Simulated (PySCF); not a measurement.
**LiAs: from the state search to spectroscopic constants**

The task here is to estimate one member of a computed series from the others.

The runs use PySCF 2.14.0; Li cc-pVDZ, As cc-pVDZ-PP with ECP10, scalar-relativistic core potentials.

Set-up of the first run:

The job is set up so:

```json
{
  "atoms": "Li, As",
  "charge": "0",
  "basis": "Li cc-pVDZ, As cc-pVDZ-PP with ECP10",
  "Hamiltonian": "scalar-relativistic core potentials",
  "basis functions": "37",
  "electrons treated": "26",
  "masses in u": "7.0160, 74.9216",
  "levels": "PBE0, PBE, r²SCAN, TPSSh, B3LYP, BLYP, LC-ωPBE, HF, MP2, SCS-MP2, CCSD, CCSD(T)",
  "grid": "80 radial by 434 angular points",
  "occupations": "held fixed by the projection of orbital angular momentum",
  "dissociation limit": "Li + As, each in its ground configuration",
  "starting distance in angstrom": "2.460",
  "values of 2S to try": "0, 2, 4"
}
```

Command:

```
$ OMP_NUM_THREADS=1 python dia.py task.json out
```

Among the steps run: Set-up; First curve: PBE0; Excited determinants; PBE; r²SCAN (meta-GGA); TPSSh; B3LYP (global hybrid GGA); BLYP (GGA); LC-ωPBE; UHF (mean field); Correlated methods on the Hartree–Fock reference.

One of the session's tables, all rows but one given; the rest of the session is left out.

It belongs to the step «Constants by level of theory». Differences from CCSD(T) in the same basis:

| level | Re (mÅ) | ωe (%) |
| --- | --- | --- |
| UHF | -12 | +2.7 |
| UHF-MP2 | -10 | +2.2 |
| UHF-SCS-MP2 | -3 | +0.9 |
| UHF-CCSD | ? | ? |
| PBE | -18 | -0.5 |
| BLYP | -16 | -1.1 |
| r²SCAN | -26 | +2.0 |
| TPSSh | -25 | +1.8 |
| B3LYP | -35 | +2.5 |
| PBE0 | -35 | +3.2 |
| LC-ωPBE | -58 | +8.6 |

Estimate the missing values for UHF-CCSD.

As computed: Re (mÅ): -3; ωe (%): +0.5.
